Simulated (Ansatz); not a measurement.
**B₂H₃OPS: Born-Oppenheimer dynamics**

Aim: follow B₂H₃OPS for 20 steps at constant energy (1500 K) and see how far bonds stretch and how energy moves between motion and potential.

Method: BLYP/def2-SVP; program: Ansatz 0.2.0, Gaussian basis.

### Step 1. The geometry

The structure was relaxed beforehand with PBE0-D4 in a triple-zeta def2 set.

8 atoms, charge 0, spin multiplicity 1.

Atoms are counted from 1 here; the program's logs count them from 0.

Bond lengths: B1–O2 1.361 Å, B1–P5 1.928 Å, B1–H6 1.194 Å, O2–B3 1.380 Å, B3–S4 1.796 Å, B3–H7 1.190 Å, S4–P5 2.136 Å, P5–H8 1.424 Å. Angles: O2–B1–P5 115.1°, O2–B1–H6 120.3°, P5–B1–H6 124.6°, B1–O2–B3 119.1°, O2–B3–S4 118.4°, O2–B3–H7 120.4°, S4–B3–H7 121.2°, B3–S4–P5 94.8°, B1–P5–S4 91.8°, B1–P5–H8 92.2°, S4–P5–H8 99.7°.

Geometry (Å):

```
B    -0.5435    0.9250    0.3669
O     0.7855    0.7168    0.5740
B     1.4038   -0.3456   -0.0525
S     0.4105   -1.4176   -1.0968
P    -1.3558   -0.2252   -0.9504
H    -1.1186    1.7854    0.9620
H     2.5695   -0.5365    0.0945
H    -2.0593   -0.9596    0.0464
```

### Step 2. Dynamics

Contents of in.yaml:

```yaml
crystal:
  periodic: [false, false, false]
  atoms:
    - {symbol: B, position_ang: [-0.543489, 0.925011, 0.366915]}
    - {symbol: O, position_ang: [0.785540, 0.716840, 0.573951]}
    - {symbol: B, position_ang: [1.403830, -0.345591, -0.052503]}
    - {symbol: S, position_ang: [0.410517, -1.417571, -1.096789]}
    - {symbol: P, position_ang: [-1.355846, -0.225202, -0.950373]}
    - {symbol: H, position_ang: [-1.118643, 1.785427, 0.962008]}
    - {symbol: H, position_ang: [2.569540, -0.536533, 0.094460]}
    - {symbol: H, position_ang: [-2.059348, -0.959580, 0.046432]}
basis:
  gaussian: {orbitals: def2-SVP}
hamiltonian: {xc: {name: BLYP}}
md: {timestep: 2 fs, n_steps: 20, ensemble: nve, temperature: 1500, initial_velocities: maxwell_boltzmann, seed: 444}
```

Run with:

```console
$ ansatz run in.yaml --threads 2 --pin off --events-out ev --progress --plain --max-ram 4352MiB
```

The log of the run, cut to the lines that bear on the results:

```text
Functional definition: BLYP
  name "BLYP"
  cite "Becke, Phys. Rev. A 38, 3098 (1988) doi:10.1103/PhysRevA.38.3098"
  cite "Lee, Yang & Parr, Phys. Rev. B 37, 785 (1988) doi:10.1103/PhysRevB.37.785"
[...]
1037 factors; their error is unknown
[...]
mean field -23565.54539473 eV, -866.0178199560 hartree, gradient 4.1e-5 eV, S^2 0.000000; 0 other end points of the search recorded, 0 dependent functions left out
[...]
reference -23565.54571358 eV, -866.0178316735 hartree; 26, 26 occupied and 67, 67 virtual orbitals, 1037 factors
md step     0: t =     0.00 fs  T =  1500.0 K  F+E_penalty+E_count = -23565.54539473 eV  E_kin = 1.163340 eV  conserved = -23564.38205474 eV  (28 SCF iters)
[...]
md step     5: t =    10.00 fs  T =   805.5 K  F+E_penalty+E_count = -23564.99175451 eV  E_kin = 0.624717 eV  conserved = -23564.36703790 eV  (29 SCF iters)
[...]
md step    10: t =    20.00 fs  T =   702.9 K  F+E_penalty+E_count = -23564.91862126 eV  E_kin = 0.545166 eV  conserved = -23564.37345548 eV  (31 SCF iters)
[...]
md step    15: t =    30.00 fs  T =   323.3 K  F+E_penalty+E_count = -23564.62295341 eV  E_kin = 0.250721 eV  conserved = -23564.37223197 eV  (31 SCF iters)
[...]
md step    19: t =    38.00 fs  T =   755.8 K  F+E_penalty+E_count = -23564.95296625 eV  E_kin = 0.586197 eV  conserved = -23564.36676949 eV  (30 SCF iters)
[...]
md step    20: t =    40.00 fs  T =   940.0 K  F+E_penalty+E_count = -23565.10100696 eV  E_kin = 0.729029 eV  conserved = -23564.37197827 eV  (30 SCF iters)
Total energy: -23565.10132298 eV, -866.0015006201 hartree
Atom 0 at    -0.431435     1.088065     0.206519 Å, force    -0.311988    -1.053445     0.040039 eV/Å
Atom 1 at     0.805157     0.671124     0.609536 Å, force    -0.004314     0.213514     0.316157 eV/Å
Atom 2 at     1.438863    -0.501473     0.184888 Å, force    -1.233021     0.361143    -1.289067 eV/Å
Atom 3 at     0.533864    -1.354480    -1.182931 Å, force    -0.417670    -0.287524     0.555789 eV/Å
Atom 4 at    -1.555392    -0.269430    -0.914649 Å, force     1.416209    -0.161803     0.964235 eV/Å
Atom 5 at    -0.778356     2.186306     0.511764 Å, force    -0.287854     0.399406     0.052731 eV/Å
Atom 6 at     2.523725    -0.792680     0.576724 Å, force     0.317514    -0.187308     0.140010 eV/Å
Atom 7 at    -2.034084    -1.103242     0.265977 Å, force     0.521124     0.716018    -0.779894 eV/Å
Dipole moment:    -0.146982     0.111660     0.179819 e Å
```

Run time: 35 s. Hardware: 2 threads of Arm Neoverse V1, shared host.

### Step 3. The trajectory

Step by step, with energies from the first frame:

| time (fs) | T (K) | potential (meV) | conserved (meV) | B1–P5 (Å) |
| --- | --- | --- | --- | --- |
| 0.0 | 1500 | 0.0 | 0.00 | 1.928 |
| 2.0 | 1410 | 84.3 | 14.16 | 1.968 |
| 4.0 | 1293 | 166.6 | 6.45 | 2.005 |
| 6.0 | 1112 | 310.5 | 9.36 | 2.041 |
| 8.0 | 906 | 478.9 | 18.08 | 2.073 |
| 10.0 | 806 | 553.6 | 15.02 | 2.102 |
| 12.0 | 779 | 570.7 | 11.72 | 2.128 |
| 14.0 | 772 | 576.2 | 11.44 | 2.150 |
| 16.0 | 759 | 583.5 | 8.67 | 2.167 |
| 18.0 | 726 | 612.7 | 12.62 | 2.183 |
| 20.0 | 703 | 626.8 | 8.60 | 2.197 |
| 22.0 | 644 | 672.9 | 8.80 | 2.210 |
| 24.0 | 531 | 762.2 | 10.88 | 2.221 |
| 26.0 | 423 | 853.1 | 17.65 | 2.228 |
| 28.0 | 390 | 869.4 | 8.16 | 2.228 |
| 30.0 | 323 | 922.4 | 9.82 | 2.222 |
| 32.0 | 272 | 976.7 | 24.01 | 2.209 |
| 34.0 | 410 | 858.4 | 12.77 | 2.189 |
| 36.0 | 604 | 702.8 | 7.79 | 2.162 |
| 38.0 | 756 | 592.4 | 15.29 | 2.128 |
| 40.0 | 940 | 444.4 | 10.08 | 2.089 |

Positions (Å) and forces (eV/Å) at 40.0 fs:

```xyz
8

B    -0.431    1.088    0.207   -0.312   -1.053    0.040
O     0.805    0.671    0.610   -0.004    0.214    0.316
B     1.439   -0.501    0.185   -1.233    0.361   -1.289
S     0.534   -1.354   -1.183   -0.418   -0.288    0.556
P    -1.555   -0.269   -0.915    1.416   -0.162    0.964
H    -0.778    2.186    0.512   -0.288    0.399    0.053
H     2.524   -0.793    0.577    0.318   -0.187    0.140
H    -2.034   -1.103    0.266    0.521    0.716   -0.780
```

### Step 4. Results

| quantity | value |
| --- | --- |
| length | 20 steps of 2.0 fs |
| temperature, first and last frame | 1500, 940 K |
| temperature, second half | mean 545 K, from 272 to 940 K |
| swing of the potential | 977 meV |
| largest change of the conserved energy | 24.01 meV |
| range of B1–P5 | 1.928 to 2.228 Å |

From 1500 K at the start the temperature swings between 272 and 1500 K: with 8 atoms it has no steady value yet; starting near a minimum, about half of the kinetic energy flows into the potential. The conserved energy moves by 24.01 meV, 2.5 % of the potential's swing, so the step is short enough for this stretch. B1–P5 swings most, by 0.30 Å; no bond breaks. A run of 40 fs gives no averages.
